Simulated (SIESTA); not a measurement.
**AlAg3 under changes of volume**

One of the cells (17.841 Å³/atom); the others are scaled copies at fixed shape and fractional positions:

```
CELL_PARAMETERS angstrom
1.68788 -2.33809 0.00000
1.68788 2.33809 0.00000
0.00000 0.00000 9.04181
ATOMIC_POSITIONS crystal
Ag 0.50000 0.50000 0.23626
Ag 0.00000 0.00000 0.50000
Ag 0.50000 0.50000 0.76374
Al 0.00000 0.00000 0.00000
```

The cell comes from a database or a generator and needn't be the stable form of this composition.

| Quantity | Value |
| --- | --- |
| Program | SIESTA 5.4.2 |
| Functional | PBEsol |
| Potentials or basis | PseudoDojo 0.4 standard (PBEsol files) |
| Basis | DZP (energy shift 0.003 Ry; two zetas on semicore shells) |
| Grid cutoff | 800 Ry |
| Energy shift | 0.003 Ry |
| k mesh | 10 × 10 × 3 |
| Occupations | fermi-dirac, width 0.05 eV |
| Spin | no spin polarisation |

```csv
volume (Å³/atom),energy over the lowest point (meV/atom),pressure (GPa),largest force (eV/Å)
16.442,0.00,0.5,0.257
16.792,1.57,-1.8,0.241
17.142,?,?,?
17.841,31.97,-7.0,0.195
18.191,48.83,-8.3,0.182
18.541,68.28,-9.4,0.169
```

Problem. What does the run at 17.142 Å³/atom give?

Solution. Energy over the lowest point 7.83 meV/atom; pressure -3.8 GPa; largest force 0.228 eV/Å.

Worked out: A Birch-Murnaghan fit of order 3 (a polynomial in V^(-2/3)) to the other rows has its minimum at 16.51 Å³/atom with B0 = V·E''(V) = 114 GPa and B' = 5.8 at fixed shape and positions, which overstates the stiffness. It gives 7.84 meV/atom at 17.142 Å³/atom, against the run's 7.83, and -dE/dV = -3.8 GPa, against -3.8.

Energies are extrapolated to zero smearing.

Caveats: short orbitals over semicore shells can move pressures by several GPa; the basis of atomic orbitals isn't converged, which shifts pressures, moduli and gaps.
